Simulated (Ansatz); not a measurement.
# GeH₂ (triplet): wave-function methods side by side at angle H2–Ge1–H3 = 120.0°, cc-pVDZ

How much of the correlation energy of GeH₂ (triplet) does each wave-function method recover here?

Program: Ansatz 0.2.0, Gaussian basis. Level of theory: cc-pVDZ, core rule «outside noble gas», up to 14 orbitals frozen. These are calculated values, not measurements.

To be run: UHF; CCSD(T) on ROHF; CCSD(T) on UHF; BCCD(T) on ROHF; CISD; CCSDT(Q) on ROHF; CCSDT(Q) on UHF; CASSCF and MRCISD+Q, 4 electrons in 4 orbitals; CASSCF and NEVPT2, 4 electrons in 4 orbitals; CASSCF and MRCISD+Q, 6 electrons in 6 orbitals; CASSCF and MRCISD+Q(relaxed), 6 electrons in 6 orbitals; CASSCF and NEVPT2, 6 electrons in 6 orbitals; Full CI.

15 further runs of the same task are left out: 2 for a mislabelled method, 9 that didn't finish, 4 set aside as unsound or not needed.

**1. The system**

The geometry derives from a PBE0/def2-TZVP stationary point (not a proven minimum). One angle is set to the value named; bond lengths are kept. No spin-orbit coupling is included. The filled d shell of Ge may be among the frozen orbitals whatever the setting's name suggests; the logs give the count.

3 atoms, charge 0, spin multiplicity 3.

Atoms are counted from 1 here; the program's logs count them from 0.

Bond lengths: Ge1–H2 1.541 Å, Ge1–H3 1.541 Å. Angles: H2–Ge1–H3 120.0°.

**2. UHF**

Contents of in.yaml:

```yaml
crystal:
  periodic: [false, false, false]
  atoms:
    - {symbol: Ge, position_ang: [0.000000, -0.020787, 0.000000]}
    - {symbol: H, position_ang: [0.000000, 0.749032, -1.334401]}
    - {symbol: H, position_ang: [0.000000, 0.749032, 1.334401]}
basis:
  gaussian: {orbitals: cc-pVDZ}
magnetization: {spin_polarized: true, initial_magnetization: 2}
hamiltonian: {xc: hf}
output: {orbitals: {seedname: orbitals}}
```

Command:

```sh
ansatz run in.yaml --threads 1 --pin off --events-out ev --progress --plain --max-ram 2393MiB
```

Further steps of the session: CCSD(T) on ROHF; CCSD(T) on UHF; BCCD(T) on ROHF; CISD; CCSDT(Q) on ROHF; CCSDT(Q) on UHF; CASSCF and MRCISD+Q, 4 electrons in 4 orbitals; CASSCF and NEVPT2, 4 electrons in 4 orbitals; CASSCF and MRCISD+Q, 6 electrons in 6 orbitals; CASSCF and MRCISD+Q(relaxed), 6 electrons in 6 orbitals; CASSCF and NEVPT2, 6 electrons in 6 orbitals; Full CI.

Before running them: what should the planned runs give, taken together? Wanted: FCI below the RHF energy; RMP2 from FCI; UMP2 from FCI; RCCSD from FCI; RCCSD(T) from FCI; UCCSD(T) from FCI; RCCSDT(Q) from FCI; UCCSDT(Q) from FCI; NEVPT2 pair from FCI.

The runs gave:

| quantity | value |
| --- | --- |
| FCI below the RHF energy | -2.5645 eV |
| RMP2 from FCI | +631.2 meV |
| UMP2 from FCI | +618.9 meV |
| RCCSD from FCI | +63.2 meV |
| RCCSD(T) from FCI | +15.4 meV |
| UCCSD(T) from FCI | +4.6 meV |
| RCCSDT(Q) from FCI | -0.4 meV |
| UCCSDT(Q) from FCI | -11.2 meV |
| NEVPT2 pair from FCI | +605.7 meV |
| MRCISD+Q pair from FCI | -14.5 meV |
| NEVPT2 valence from FCI | +495.9 meV |
| levels within 1 kcal/mol (43 meV) | RCCSD(T), UCCSD(T), BCCD(T), RCCSDT, UCCSDT, RCCSDT(Q), UCCSDT(Q), MRCISD+Q pair, MRCISD+Q valence, MRCISD+Q(relaxed) valence |
| T1 diagnostic | 0.018 |
| effectively unpaired electrons | 2.03 |

What this shows: RCCSD(T) misses by +15.4 meV, 0.6 % of the correlation energy. UCCSDT, UCCSDT(Q), MRCISD+Q pair, MRCISD+Q(relaxed) valence fall below full CI: unrestricted runs freeze a spin-polarised core, another one than full CI's, and coupled cluster isn't variational. One determinant dominates. Of the multireference levels listed MRCISD+Q valence comes nearest in total energy (-0.6 meV), which doesn't show that its space is the better one. These misses are within one basis, not against nature; the frozen cores of restricted and unrestricted runs differ, which can shift their rows.
